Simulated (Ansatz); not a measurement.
**Ge2H5O radical: a ladder of functionals and wavefunction methods**

An exercise on one series of results from a longer session: the logs are not shown, and one member is left open.

Method: functionals in def2-TZVPP, the program's frozen cores in correlated methods; program: Ansatz 0.2.0, Gaussian basis.

Levels to be run: LDA (SPW92), PBE-D4, revPBE-D4, BLYP-D4, r2SCAN-D4, B97M-V, PBE0-D4, B3LYP-D4, r2SCANh-D4, r2SCAN0-D4, HSE06-D4, BHLYP-D4, CAM-B3LYP-D4, LC-ωPBE, ωB97X-V, ωB97M-V, B2PLYP, PBE-QIDH; CCSD(T)/def2-SVP; CCSD(T)/def2-TZVPP; MP2/def2-QZVPP; extrapolation to the limit; RPA on PBE.

### The relaxed structure

An earlier PBE0-D4 in a triple-zeta def2 set relaxation fixed the geometry.

8 atoms, charge 0, spin multiplicity 2.

Atoms are counted from 1 here; the program's logs count them from 0.

Bond lengths: O1–Ge2 1.793 Å, O1–H4 0.960 Å, Ge2–Ge3 2.440 Å, Ge2–H5 1.562 Å, Ge3–H6 1.537 Å, Ge3–H7 1.539 Å, Ge3–H8 1.535 Å. Angles: Ge2–O1–H4 112.5°, O1–Ge2–Ge3 105.0°, O1–Ge2–H5 106.9°, Ge3–Ge2–H5 113.9°, Ge2–Ge3–H6 108.4°, Ge2–Ge3–H7 111.8°, Ge2–Ge3–H8 108.9°, H6–Ge3–H7 109.3°, H6–Ge3–H8 109.1°, H7–Ge3–H8 109.4°.

The first run:

File in.yaml:

```yaml
crystal:
  periodic: [false, false, false]
  atoms:
    - {symbol: O, position_ang: [-1.182665, 0.266004, -1.703914]}
    - {symbol: Ge, position_ang: [-0.039226, 1.041476, -0.560646]}
    - {symbol: Ge, position_ang: [0.238788, -0.575115, 1.245205]}
    - {symbol: H, position_ang: [-1.080377, 0.589766, -2.602327]}
    - {symbol: H, position_ang: [1.272589, 1.331430, -1.357709]}
    - {symbol: H, position_ang: [1.212873, 0.014958, 2.277921]}
    - {symbol: H, position_ang: [0.792385, -1.915992, 0.730667]}
    - {symbol: H, position_ang: [-1.122167, -0.809628, 1.914903]}
basis:
  gaussian: {orbitals: def2-TZVPP}
magnetization: {spin_polarized: true, initial_magnetization: 1}
hamiltonian: {xc: lda}
output: {orbitals: {seedname: orbitals}}
```

Steps of the session up to this table: LDA; PBE-D4 (GGA); revPBE-D4 (GGA); BLYP-D4 (GGA); r2SCAN-D4 (meta-GGA); B97M-V (meta-GGA); PBE0-D4 (hybrid); B3LYP-D4 (hybrid); r2SCANh-D4 (hybrid); r2SCAN0-D4 (hybrid); HSE06-D4 (hybrid); BHLYP-D4 (hybrid); CAM-B3LYP-D4 (range-separated); LC-ωPBE-D4 (range-separated; the results give it without D4); ωB97X-V (range-separated); ωB97M-V (range-separated); B2PLYP (double hybrid); PBE-QIDH (double hybrid).

One of the session's tables, all rows but one given; the rest of the session is left out.

It belongs to the step «Frontier levels by functional». 

| functional | HOMO (eV) | LUMO (eV) | gap (eV) |
| --- | --- | --- | --- |
| LDA (SPW92) | -4.75 | -3.94 | 0.81 |
| PBE-D4 | -4.71 | -3.60 | 1.12 |
| revPBE-D4 | -4.69 | -3.47 | 1.22 |
| BLYP-D4 | -4.53 | -3.62 | 0.91 |
| r2SCAN-D4 | -5.08 | -3.29 | 1.80 |
| B97M-V | ? | ? | ? |
| PBE0-D4 | -5.84 | -2.73 | 3.11 |
| B3LYP-D4 | -5.57 | -3.11 | 2.46 |
| r2SCANh-D4 | -5.50 | -2.97 | 2.52 |
| r2SCAN0-D4 | -6.11 | -2.51 | 3.60 |
| HSE06-D4 | -5.45 | -3.10 | 2.35 |
| BHLYP-D4 | -6.76 | -1.94 | 4.83 |
| CAM-B3LYP-D4 | -7.01 | -1.82 | 5.19 |
| LC-ωPBE | -8.37 | -0.45 | 7.92 |
| ωB97X-V | -7.91 | -0.86 | 7.05 |
| ωB97M-V | -7.75 | -0.95 | 6.80 |

Q: Estimate the row for B97M-V from the others.

As computed: HOMO (eV): -4.96; LUMO (eV): -3.69; gap (eV): 1.27. In the column «HOMO (eV)» it lies between r2SCAN-D4 (-5.08) and LDA (SPW92) (-4.75).
